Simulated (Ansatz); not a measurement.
**BBrFHO: an energy map over angle H5–O1–B2 and dihedral H5–O1–B2–F3**

A grid of calculations on BBrFHO, SMILES OB(F)Br, to see where the energy is lowest and how it rises around there.

Method: RKS wB97X-V/def2-SVP; program: Ansatz 0.2.0.

**1. The system as given**

SMILES `OB(F)Br`, 5 atoms, charge 0, spin multiplicity 1.

Atoms are counted from 1 here; the program's logs count them from 0.

Bond lengths: O1–B2 1.351 Å, O1–H5 0.974 Å, B2–F3 1.327 Å, B2–Br4 1.943 Å. Angles: B2–O1–H5 112.5°, O1–B2–F3 119.1°, O1–B2–Br4 122.3°, F3–B2–Br4 118.7°.

Coordinates:

```
atom    x (Å)    y (Å)    z (Å)
  O1   0.5782   0.8743   0.3271
  B2   0.0687  -0.3651   0.1584
  F3   0.5130  -1.3543   0.9234
 Br4  -1.2959  -0.7538  -1.1684
  H5   0.1858   1.5251  -0.2819
```

This geometry comes from a loose relaxation at PBE in a small basis, which is not shown.

**2. The minimum at this level**

File input.yaml:

```yaml
crystal:
  periodic: [false, false, false]
  atoms:
    - { symbol: O, position_ang: [0.578159, 0.874332, 0.327081] }
    - { symbol: B, position_ang: [0.068749, -0.365122, 0.158401] }
    - { symbol: F, position_ang: [0.513028, -1.354295, 0.923448] }
    - { symbol: Br, position_ang: [-1.295866, -0.753763, -1.168445] }
    - { symbol: H, position_ang: [0.185831, 1.525148, -0.281885] }
basis:
  gaussian: { orbitals: def2-SVP }
hamiltonian:
  xc: { name: wB97X-V }
output:
  forces: true
relax:
  f_tol: 0.003
  max_steps: 120
```

Launch:

```sh
> ansatz run input.yaml --threads 1 --pin off --max-ram 2560MiB --backend cpu --events-out ev --progress --plain --runs-dir out
```

The log of the run (excerpt; [...] marks lines left out):

```text
Warning: RAYON_NUM_THREADS=1 ignored (pool sized by the plan → 1); use --threads N
[...]
Functional definition: wB97X-V
[...]
      + integral(e_c_pw_opposite_spin*poly(b97_u_opposite, cos0, cos1)) + vv10(b, c)
828 factors; integrals over basis functions are off by at most 2.8e-4 eV
205 factors; integrals over basis functions are off by at most 6.6e-7 eV
[...]
mean field -75486.09160629 eV, -2774.0627002206 hartree, gradient 2.6e-5 eV, S^2 0.000000; 0 other end points of the search recorded, 0 dependent functions left out
[...]
reference -75486.09160505 eV, -2774.0627001751 hartree; 29, 29 occupied and 50, 50 virtual orbitals, 828 factors
relax step   1: F+E_penalty+E_count = -75486.09160629 eV  Δ(F+E_penalty+E_count) = +0.000e0 eV  max|allowed force component| = 3.961e-1 eV/Å  Δτ_max = 0.0000 Å  (26 SCF iters, accepted)
[...]
relax step   6: F+E_penalty+E_count = -75486.09927669 eV  Δ(F+E_penalty+E_count) = -1.069e-5 eV  max|allowed force component| = 4.065e-3 eV/Å  Δτ_max = 0.0014 Å  (21 SCF iters, accepted)
[...]
relax step   7: F+E_penalty+E_count = -75486.09927707 eV  Δ(F+E_penalty+E_count) = -3.838e-7 eV  max|allowed force component| = 1.813e-4 eV/Å  Δτ_max = 0.0002 Å  (20 SCF iters, accepted)
828 factors; integrals over basis functions are off by at most 2.7e-4 eV
205 factors; integrals over basis functions are off by at most 6.5e-7 eV
[...]
mean field -75486.09927707 eV, -2774.0629821166 hartree, gradient 1.1e-5 eV, S^2 0.000000; 1 other end points of the search recorded, 0 dependent functions left out
[...]
reference -75486.09927583 eV, -2774.0629820711 hartree; 29, 29 occupied and 50, 50 virtual orbitals, 828 factors
Total energy: -75486.09927583 eV, -2774.0629820711 hartree
Atom 0 at     0.570089     0.868894     0.320310 Å, force    -0.000073    -0.000181    -0.000017 eV/Å
Atom 1 at     0.067180    -0.364676     0.156656 Å, force    -0.000006     0.000086    -0.000028 eV/Å
Atom 2 at     0.509224    -1.348276     0.917712 Å, force     0.000139     0.000059     0.000125 eV/Å
Atom 3 at    -1.288285    -0.755235    -1.160220 Å, force    -0.000065     0.000088    -0.000095 eV/Å
Atom 4 at     0.191693     1.525592    -0.275858 Å, force     0.000005    -0.000052     0.000015 eV/Å
Dipole moment:    -0.061955     0.367568    -0.175228 e Å
```

Wall time 66 s (1 thread of Intel Xeon Platinum 8259CL at 2.50GHz (Skylake/Cascade Lake), shared host); peak memory 0.24 GiB.

The steps of the relaxation:

```
step  energy from step 1 (eV)  largest force component (eV/Å)
   1                   0.0000                          0.3961
   2                  -0.0067                          0.1424
   3                  -0.0075                          0.0305
   4                  -0.0076                          0.0239
   5                  -0.0077                          0.0111
   6                  -0.0077                          0.0041
   7                  -0.0077                          0.0002
```

Close pairs (by a distance rule), those that changed most:

```
  bond  before (Å)  after (Å)  change (Å)
B2–Br4       1.943      1.930      -0.013
 O1–H5       0.974      0.964      -0.010
 O1–B2       1.351      1.342      -0.008
 B2–F3       1.327      1.320      -0.007
```

**3. Setting up the map**

First coordinate, angle H5–O1–B2: 7 values from 68.8 to 158.8 °. Second coordinate, dihedral H5–O1–B2–F3: 8 values from −180 to 135 °, periodic.

Nothing else is relaxed (all other coordinates rigid). Energies count from the relaxed molecule at the same level. Points are written as (first, second).

Below, 2 of the grid's runs; all are launched alike.

**4. Grid point (128.8°, −135°)**

File input.yaml:

```yaml
crystal:
  periodic: [false, false, false]
  atoms:
    - { symbol: O, position_ang: [0.570089, 0.868894, 0.32031] }
    - { symbol: B, position_ang: [0.06718, -0.364676, 0.156656] }
    - { symbol: F, position_ang: [-0.270508, -1.070446, 1.21964] }
    - { symbol: Br, position_ang: [-0.181882, -1.149462, -1.588642] }
    - { symbol: H, position_ang: [0.350014, 1.678985, -0.154213] }
basis:
  gaussian: { orbitals: def2-SVP }
hamiltonian:
  xc: { name: wB97X-V }
output:
  forces: true
```

Launch:

```sh
> ansatz run input.yaml --threads 1 --pin off --max-ram 2560MiB --backend cpu --events-out ev --progress --plain --runs-dir out
```

The log of the run (excerpt; [...] marks lines left out):

```text
Warning: RAYON_NUM_THREADS=1 ignored (pool sized by the plan → 1); use --threads N
[...]
[... 1 set-up line as earlier in the session ...]
[...]
      + integral(e_c_pw_opposite_spin*poly(b97_u_opposite, cos0, cos1)) + vv10(b, c)
752 factors; integrals over basis functions are off by at most 1.1e-3 eV
161 factors; integrals over basis functions are off by at most 6.0e-6 eV
[...]
mean field -75485.84401477 eV, -2774.0536014000 hartree, gradient 3.6e-5 eV, S^2 0.000000; 0 other end points of the search recorded, 0 dependent functions left out
[...]
reference -75485.84401351 eV, -2774.0536013537 hartree; 29, 29 occupied and 50, 50 virtual orbitals, 752 factors
Total energy: -75485.84401351 eV, -2774.0536013537 hartree
Atom 0 at     0.570089     0.868894     0.320310 Å, force    -0.116276     0.299519     0.706806 eV/Å
Atom 1 at     0.067180    -0.364676     0.156656 Å, force    -0.150024     0.507682    -0.412457 eV/Å
Atom 2 at    -0.270508    -1.070446     1.219640 Å, force     0.185970    -0.185409     0.011468 eV/Å
Atom 3 at    -0.181882    -1.149462    -1.588642 Å, force    -0.057591    -0.028203     0.054140 eV/Å
Atom 4 at     0.350014     1.678985    -0.154213 Å, force     0.137920    -0.593589    -0.359957 eV/Å
Dipole moment:    -0.020152     0.449908    -0.134948 e Å
```

Run time: 9 s. Hardware: 1 thread of Intel Xeon Platinum 8259CL at 2.50GHz (Skylake/Cascade Lake), shared host; peak memory 0.21 GiB.

That is 25 kJ/mol from the zero.

**5. The run at (113.8°, −180°)**

File input.yaml:

```yaml
crystal:
  periodic: [false, false, false]
  atoms:
    - { symbol: O, position_ang: [0.570089, 0.868894, 0.32031] }
    - { symbol: B, position_ang: [0.06718, -0.364676, 0.156656] }
    - { symbol: F, position_ang: [0.509228, -1.348277, 0.917709] }
    - { symbol: Br, position_ang: [-1.28829, -0.755233, -1.160216] }
    - { symbol: H, position_ang: [0.191722, 1.525627, -0.275838] }
basis:
  gaussian: { orbitals: def2-SVP }
hamiltonian:
  xc: { name: wB97X-V }
output:
  forces: true
```

Launch:

```sh
> ansatz run input.yaml --threads 1 --pin off --max-ram 2560MiB --backend cpu --events-out ev --progress --plain --runs-dir out
```

The log of the run (excerpt; [...] marks lines left out):

```text
Warning: RAYON_NUM_THREADS=1 ignored (pool sized by the plan → 1); use --threads N
[...]
[... 1 set-up line as earlier in the session ...]
[...]
      + integral(e_c_pw_opposite_spin*poly(b97_u_opposite, cos0, cos1)) + vv10(b, c)
752 factors; integrals over basis functions are off by at most 1.5e-3 eV
160 factors; integrals over basis functions are off by at most 8.5e-6 eV
[...]
mean field -75486.09926689 eV, -2774.0629817425 hartree, gradient 1.5e-5 eV, S^2 0.000000; 0 other end points of the search recorded, 0 dependent functions left out
[...]
reference -75486.09926565 eV, -2774.0629816970 hartree; 29, 29 occupied and 50, 50 virtual orbitals, 752 factors
Total energy: -75486.09926565 eV, -2774.0629816970 hartree
Atom 0 at     0.570089     0.868894     0.320310 Å, force     0.000018    -0.000124     0.000056 eV/Å
Atom 1 at     0.067180    -0.364676     0.156656 Å, force    -0.000059     0.000207    -0.000125 eV/Å
Atom 2 at     0.509228    -1.348277     0.917709 Å, force     0.000158     0.000080     0.000143 eV/Å
Atom 3 at    -1.288290    -0.755233    -1.160216 Å, force    -0.000072     0.000097    -0.000105 eV/Å
Atom 4 at     0.191722     1.525627    -0.275838 Å, force    -0.000045    -0.000261     0.000030 eV/Å
Dipole moment:    -0.061947     0.367584    -0.175223 e Å
```

Wall time 8.7 s (1 thread of Intel Xeon Platinum 8259CL at 2.50GHz (Skylake/Cascade Lake), shared host); peak memory 0.21 GiB.

That is 0 kJ/mol from the zero.

**6. All points together**

35 points were computed, 21 more follow by symmetry. Energies in kJ/mol, from the relaxed molecule at the same level:

| dihedral H5–O1–B2–F3 (°) ↓, angle H5–O1–B2 (°) → | 68.8 | 83.8 | 98.8 | 113.8 | 128.8 | 143.8 | 158.8 |
| --- | --- | --- | --- | --- | --- | --- | --- |
| 135 | 157 | 75 | 34 | 20 | 25 | 37 | 51 |
| 90 | 172 | 95 | 57 | 43 | 43 | 49 | 56 |
| 45 | 160 | 76 | 36 | 24 | 29 | 42 | 54 |
| 0 | 147 | 56 | 14 | 4 | 14 | 33 | 51 |
| −45 | 160 | 76 | 36 | 24 | 29 | 42 | 54 |
| −90 | 172 | 95 | 57 | 43 | 43 | 49 | 56 |
| −135 | 157 | 75 | 34 | 20 | 25 | 37 | 51 |
| −180 | 144 | 55 | 12 | 0 | 9 | 27 | 46 |

The largest force on an atom (eV/Å) at each point:

```csv
"dihedral H5–O1–B2–F3 (°) ↓, angle H5–O1–B2 (°) →",68.8,83.8,98.8,113.8,128.8,143.8,158.8
135,5.06,2.67,1.24,0.62,0.78,1.13,1.46
90,4.94,2.56,1.20,0.56,0.51,1.03,1.43
45,5.17,2.70,1.30,0.89,1.13,1.13,1.49
0,5.46,2.88,1.33,0.62,1.19,1.41,1.54
−45,5.17,2.70,1.30,0.89,1.13,1.13,1.49
−90,4.94,2.56,1.20,0.56,0.51,1.03,1.43
−135,5.06,2.67,1.24,0.62,0.78,1.13,1.46
−180,5.29,2.76,1.14,0.00,0.73,1.20,1.49
```

The dipole moment (D) at each point:

```tsv
dihedral H5–O1–B2–F3 (°) ↓, angle H5–O1–B2 (°) →	68.8	83.8	98.8	113.8	128.8	143.8	158.8
135	1.21	1.42	1.68	1.97	2.26	2.53	2.75
90	1.14	1.45	1.74	2.01	2.29	2.55	2.75
45	1.33	1.62	1.88	2.12	2.35	2.57	2.76
0	1.52	1.75	1.97	2.18	2.38	2.58	2.76
−45	1.33	1.62	1.88	2.12	2.35	2.57	2.76
−90	1.14	1.45	1.74	2.01	2.29	2.55	2.75
−135	1.21	1.42	1.68	1.97	2.26	2.53	2.75
−180	1.40	1.48	1.70	1.98	2.26	2.53	2.74
```

Energy (kJ/mol) at eleven even steps along the easiest path on the interpolated surface, from (113.8°, −180°): 0, 4, 15, 24, 36, 42, 39, 30, 22, 10, 4.

**7. Summary of results**

| quantity | value |
| --- | --- |
| lowest point | (113.8°, −180°), 0 kJ/mol |
| highest computed point | (68.8°, −90°), 172 kJ/mol above the lowest |
| largest force on an atom (eV/Å) | 0.00 at (113.8°, −180°) to 5.46 at (68.8°, 0°); 0.00 at the lowest point |
| dipole moment (D) | 1.14 at (68.8°, −90°) to 2.76 at (158.8°, 0°); 1.98 at the lowest point |
| time for the whole task | 6.6 min on 1 thread, shared host |

What this shows: The lowest computed point is at (113.8°, −180°), 0 kJ/mol from the relaxed molecule at the same level. A higher local minimum lies near (113.8°, 0°) (4.3 kJ/mol above the lowest at that grid point). The highest computed point, (68.8°, 90°), lies 172 kJ/mol above the lowest. On the interpolated surface the easiest way out of the lowest well to the well at (113.8°, 0°) passes a barrier of about 42 kJ/mol. Round the minimum the two coordinates are nearly uncoupled.
